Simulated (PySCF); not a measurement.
# F3OTa (Ta(O)(F)3): the cost of one run

Program: PySCF 2.14.0. Level of theory: r2SCAN, Ta def2-SVP with ECP60, O def2-SVP, F def2-SVP; scalar-relativistic core potentials, no spin–orbit coupling. These are calculated values, not measurements.

5 further runs of the same task are left out: 1 for a known fault of the program, 2 that didn't finish, 2 set aside as unsound or not needed.

### Step 1. Starting geometry

5 atoms, charge 0, spin multiplicity 1.

Bond lengths: Ta1–O2 1.718 Å, Ta1–F3 1.877 Å, Ta1–F4 1.878 Å, Ta1–F5 1.877 Å. Angles: O2–Ta1–F3 106.0°, O2–Ta1–F4 106.3°, O2–Ta1–F5 106.0°, F3–Ta1–F4 113.0°, F3–Ta1–F5 111.8°, F4–Ta1–F5 113.0°.

As a file:

```xyz
5

Ta   -0.0845    0.0000   -0.0344
O     1.3145    0.0000   -1.0321
F     0.0246    1.5541    1.0122
F    -1.5594    0.0000   -1.1968
F     0.0246   -1.5541    1.0122
```

Formal oxidation states: Ta +5. An earlier session relaxed this geometry at r2SCAN, Ta def2-SVP with ECP60, O def2-SVP, F def2-SVP (singlet, point group C3v).

Its energy there is -431.635082 Eh.

### Step 2. Atoms moved at random, σ = 0.06 Å

run.py (the lines that set the calculation)

```python
mol = gto.M(atom='''
Ta     0.05466     0.02055    -0.02784
O      1.29860     0.00950    -0.98196
F      0.05361     1.52788     0.88929
F     -1.71683     0.04803    -1.17979
F      0.02979    -1.60596     1.06148''',
    basis={'Ta': 'def2-SVP', 'O': 'def2-SVP', 'F': 'def2-SVP'},
    ecp={'Ta': 'def2-SVP'},
    charge=0, spin=0)
mf = dft.RKS(mol, xc='R2SCAN')
mf.grids.atom_grid = (50, 194)
mf = mf.density_fit()  # fitting sets: Ta def2-universal-JKFIT, O def2-universal-JKFIT, F def2-universal-JKFIT
mf.conv_tol = 1e-08; mf.max_cycle = 55
mf.kernel(dm0)  # dm0: the density of the relaxed state
```

Run with:

```sh
> OMP_NUM_THREADS=2 python run.py
```

**Question.** How long does this run take on 2 threads of Arm Neoverse V2, shared host?

About 2.8 s.
